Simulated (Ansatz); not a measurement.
# Ga2HP: the cost of one run

The runs use Ansatz 0.2.0, Gaussian basis; cc-pVDZ, all electrons in the functionals, frozen cores in the correlation of double hybrids and RPA.

Plan: wB97M-V, B2PLYP, RPA-PBE, at charge 0, triplet; charge 0, singlet; charge 0, quintet; charge 1, doublet; charge 1, quartet; displaced geometry v1; displaced geometry v2 (not every functional at every point).

25 further runs of the same task are left out: 1 for a known fault of the program, 13 that didn't finish, 11 set aside as unsound or not needed.

## Step 1: The system

The geometry is a PBE0/def2-TZVP stationary point (not a proven minimum). No spin-orbit coupling is included. The filled d shell of Ga may be among the frozen orbitals whatever the setting's name suggests; the logs give the count.

4 atoms, charge 0, spin multiplicity 3.

Atoms are counted from 1 here; the program's logs count them from 0.

Bond lengths: Ga1–Ga2 2.628 Å, Ga1–H4 1.924 Å, Ga2–P3 2.359 Å, Ga2–H4 1.850 Å. Angles: Ga2–Ga1–H4 44.7°, Ga1–Ga2–P3 151.8°, Ga1–Ga2–H4 47.1°, P3–Ga2–H4 104.7°, Ga1–H4–Ga2 88.2°.

Geometry (Å):

```
Ga    0.00000    0.15149    1.93255
Ga    0.00000   -0.33575   -0.64944
P     0.00000    0.37479   -2.89933
H     0.00000    1.22870    0.33803
```

No dispersion term is added; wB97M-V holds VV10 nonlocal correlation.

The geometry shown and the zero of energy belong to the point charge 0, triplet. The yardstick, UCCSDT(Q), and other wave-function levels (R restricted, U unrestricted, valence and pair active spaces) come from earlier runs.

## Step 2: wB97M-V, charge 0, triplet

File in.yaml:

```yaml
crystal:
  periodic: [false, false, false]
  atoms:
    - {symbol: Ga, position_ang: [0.000000, 0.151489, 1.932551]}
    - {symbol: Ga, position_ang: [0.000000, -0.335749, -0.649438]}
    - {symbol: P, position_ang: [0.000000, 0.374792, -2.899333]}
    - {symbol: H, position_ang: [0.000000, 1.228698, 0.338030]}
basis:
  gaussian: {orbitals: cc-pVDZ}
magnetization: {spin_polarized: true, initial_magnetization: 2}
hamiltonian: {xc: {name: wB97M-V}}
output: {forces: true, orbitals: {seedname: orbitals}}
```

Launch:

```sh
ansatz run in.yaml --threads 1 --pin off --events-out ev --progress --plain --max-ram 2393MiB
```

What time and memory should one allow on 1 thread of Intel Xeon Platinum 8375C at 2.90GHz, shared host?

About 52 s, with a peak of 0.46 GiB.
